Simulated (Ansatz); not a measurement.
Runs of Ansatz 0.2.0 on Ca3AsP. The structure is cubic, space group Pm-3m (No. 221). The conventional cell has a = 5.334 Å, b = 5.334 Å, c = 5.334 Å, α = 90.00°, β = 90.00°, γ = 90.00°. As (site symmetry m-3m) has 12 Ca at 3.77 Å as nearest neighbours. Around Ca (site symmetry 4/mmm) lie 2 P at 2.67 Å. P (site symmetry m-3m) has 6 Ca at 2.67 Å as nearest neighbours. The cell comes from a database or a generator and needn't be the stable form of this composition.

```csv
level,cutoff (eV),gap on the mesh (eV),pressure (GPa),relaxed volume (Å³/atom)
r2SCAN,500,0.72,0.0,30.04
PBEsol,420,0.21,0.0,(c)
LDA,420,0.20,0.0,(a)
BLYP,420,0.23,0.0,(b)
RPBE,420,0.23,0.0,31.32
```

Alike in all rows: task relaxation of cell and atoms; potentials or basis Ansatz PAW; no spin polarisation; cell relaxed; k mesh 5 × 5 × 5; smearing fermi-dirac 0.05 eV.

Question: Fill in the values left out.

Answer: (a) 28.17; (b) 31.26; (c) 29.23.

Caveats: odd divisions of the mesh miss points on the zone boundary, where band edges often lie, so the gap on the mesh can be too wide; the plane-wave basis is chosen anew once the cell has moved, so the energies of steps on either side of that aren't comparable; the PAW data sets come from PBE, with cores solved anew for the run's functional, which leaves a small shift of forces and pressure.

A k mesh can miss the band edges, and the runs leave out spin-orbit coupling on As.

Runs at the PBE level aren't shown here.
